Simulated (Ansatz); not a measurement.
# Two structures of Pt: comparison of enthalpies under pressure from a Python script

The task here is to estimate one member of a computed series from the others.

Computed with Ansatz 0.2.0 through its Python package. Level of theory: DFT r2SCAN, plane waves, PAW.

### The system

Pt Pm-3m: The structure is cubic, space group Pm-3m (No. 221). The conventional cell has a = 2.550 Å, b = 2.550 Å, c = 2.550 Å, α = 90.00°, β = 90.00°, γ = 90.00°. Around Pt (site symmetry m-3m) lie 6 Pt at 2.55 Å.

Pt P6_3/mmc: Symmetry: P6_3/mmc, No. 194, hexagonal system. The conventional cell has a = 2.770 Å, b = 2.770 Å, c = 4.523 Å, α = 90.00°, β = 90.00°, γ = 120.00°. Around Pt (site symmetry -6m2) lie 12 Pt at 2.77 Å.

The script holds or builds the structure itself.

Set-up of the first run:

pt_transition.py reads:

```python
"""Pressure at which two phases of Pt cross."""

import csv
import warnings

import ansatz
import numpy as np


def sc(first, a):
    return (
        ansatz.Lattice.cubic(a)
        .space_group(221)
        .atom(first, [0, 0, 0])
    )


def hcp(a_site, a):
    return (
        ansatz.Lattice.from_parameters(a, a, 1.633 * a, alpha=90, beta=90, gamma=120)
        .space_group(194)
        .atom(a_site, [1 / 3, 2 / 3, 0.25])
    )


def run_phase(name, crystal, pressure=0.0):
    calc = crystal.calculation()
    calc = calc.functional(ansatz.Functional.R2SCAN)
    calc = calc.basis(600)
    calc = calc.kpoints(spacing=0.33)
    calc = calc.occupations("fermi_dirac", width=0.05)
    calc = calc.relax(force_tolerance=0.02, max_steps=60, cell=True, pressure=pressure)
    return calc.run(threads=1, backend="cpu")


def volume_per_atom(outcome):
    return abs(np.linalg.det(outcome.lattice.cell_ang)) / len(outcome.lattice.sites)

warnings.simplefilter("ignore", ansatz.DeckWarning)

phases = {}
phases["sc"] = sc("Pt", 2.55)
phases["hcp"] = hcp("Pt", 2.77)

# enthalpy per atom at each pressure
pressures = [0, 10, 20, 30]
enthalpy, volume = {name: [] for name in phases}, {name: [] for name in phases}
for p in pressures:
    for name, crystal in phases.items():
        o = run_phase(name, crystal, pressure=p)
        volume[name].append(volume_per_atom(o))
        enthalpy[name].append(o.report["energy_sigma0_ev"] / len(o.lattice.sites) + p * volume[name][-1] / 160.21766)
gap = np.array(enthalpy["hcp"]) - np.array(enthalpy["sc"])
rows = [(p, va, vb, 1000 * d) for p, va, vb, d in zip(pressures, volume["sc"], volume["hcp"], gap)]
with open("transition.csv", "w", newline="") as handle:
    writer = csv.writer(handle)
    writer.writerow(["P (GPa)", "V sc (A^3/atom)", "V hcp (A^3/atom)", "H(hcp) - H(sc) (meV/atom)"])
    writer.writerows([round(v, 4) if isinstance(v, float) else v for v in row] for row in rows)
print(open("transition.csv").read())
crossings = [p0 - g0 * (p1 - p0) / (g1 - g0) for p0, p1, g0, g1 in zip(pressures, pressures[1:], gap, gap[1:]) if g0 * g1 < 0]
print("crossing near", [round(float(p), 1) for p in crossings], "GPa") if crossings else print("no crossing in this range")
```

The run is started by

```
$ python pt_transition.py
```

Steps of the session up to this table: Running it.

One table of the session follows, with a row left open; its other results are not shown here.

Enthalpy H = E + pV of the second structure less the first:

| pressure (GPa) | ΔH (meV/atom) |
| --- | --- |
| 0 | -433.5 |
| 10 | ? |
| 20 | -692.9 |
| 30 | -807.2 |

Estimate the missing values for pressure (GPa) = 10.

Worked estimate for «ΔH (meV/atom)». A straight line through the neighbours (0, -433.5) and (20, -692.9) gives -433.5 + (-692.9 + 433.5) × (10 − 0) / (20 − 0) = -563.2; a parabola fitted to 3 rows on both sides gives -568.3.

As computed: ΔH (meV/atom): -569.6. In «ΔH (meV/atom)» the line misses by +6.4 and the parabola by +1.3.

Caveats from the session: Reading the output:
- Spin is left out of this run.
- At a fixed pressure a relaxation lowers the enthalpy F + PV, while F alone can rise.
- For the metals among these cells the mesh is coarse, so their volumes and pressures are rough.
- Spin-orbit coupling, which matters for elements this heavy, is left out.
- Only these two structures are compared, at zero temperature and with their symmetry kept; either may be hypothetical, and another phase may be lower than both.
